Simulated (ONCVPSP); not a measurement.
# Hydrogen: generating and testing an ONCV potential

Aim: build the potential from the settings below, then test how well it stands in for the atom: other configurations, scattering, ghost states and the plane-wave cutoff that it needs.

The numbers are computed with ONCVPSP 4.0.1 (LDA (Perdew-Zunger), scalar-relativistic, spin-unpolarised reference atom).

### 1 Starting point

Typed settings, in words:

```
element                 : hydrogen (H, Z = 1)
type                    : optimised norm-conserving Vanderbilt (ONCV)
frozen core             : none
valence charge          : 1
reference configuration : 1s0.75 (charge +0.25)
partial waves           : 1s: rc 0.80 bohr, ncon 5, nbas 8, qcut 6.7 1/bohr, 2 projectors, debl 3.1 Ha; p scattering state at 0.11 Ha: rc 0.80 bohr, ncon 4, nbas 8, qcut 8.4 1/bohr, 3 projectors, debl 1.8 Ha
local potential         : polynomial inside 0.65 bohr (lpopt 5, dvloc0 0 Ha)
core correction         : not asked for
```

The nodes and maxima of the atom's own shells, from an earlier all-electron run, set the scale for the radii.

All-electron outer shells of the reference configuration (LDA (Perdew-Zunger), scalar-relativistic, ld1.x):

| shell | level (eV) | outermost node (bohr) | outermost maximum (bohr) |
| --- | --- | --- | --- |
| 1s | -9.26 | – | 1.01 |

### 2 Generating the potential

H.dat reads:

```
# ATOM AND REFERENCE CONFIGURATION
# atsym  z   nc   nv     iexc    psfile
  H 1.00    0    1        3      upf
#
#   n    l    f
    1    0    0.75
#
# PSEUDOPOTENTIAL AND OPTIMIZATION
# lmax
    1
#
#   l,   rc,      ep,       ncon, nbas, qcut
    0    0.80    0.00    5    8    6.70
    1    0.80    0.11    4    8    8.40
#
# LOCAL POTENTIAL
# lloc, lpopt,  rc(5),   dvloc0
    4    5    0.65    0.00
#
# VANDERBILT-KLEINMAN-BYLANDER PROJECTORs
# l, nproj, debl
    0    2    3.10
    1    3    1.80
#
# MODEL CORE CHARGE
# icmod, fcfact, rcfact
    0    0.00    0.00
#
# LOG DERIVATIVE ANALYSIS
# epsh1, epsh2, depsh
   -2.00    5.00    0.02
#
# OUTPUT GRID
# rlmax, drl
    6.00    0.01
#
# TEST CONFIGURATIONS
# ncnf
    2
# nvcnf
#   n    l    f
    1
    1    0    1.00
#
    1
    1    0    0.50
#
```

Command:

```
$ oncvpsp.x < H.dat > H.out
```

Q: Predict the outcome of this session. Wanted: cutoffs for 1 and 0.1 mHa per electron, occupied waves; bound ghosts; GHOST(+) flags; largest test error; largest phase difference near zero energy, channels read.

As calculated:

| quantity | value |
| --- | --- |
| cutoffs for 1 and 0.1 mHa per electron, occupied waves | 26 Ha and 167 Ha |
| bound ghosts | p at -176.31 eV |
| GHOST(+) flags | none at low energy |
| largest test error (AE − PS) | +0.1 meV, for 1s1 |
| largest phase difference near zero energy, channels read | 0.002 rad |

In words: It has a bound ghost (p), a state that the atom doesn't have, and that rules the file out. The worst unpolarised test, 1s1, is off by 0.1 meV on 1.9 eV; by total energies transferability rates as very good. Atomic tests can pass in spite of a ghost, since they solve only for the levels asked. The potential is of middling hardness: the looser tolerance needs 26 Ha. The tighter tolerance needs 167 Ha, and converged work needs a cutoff nearer that. Near zero energy the phases of the channels with partial waves agree within 0.002 rad. These are tests on the free atom; a crystal test is still owed.
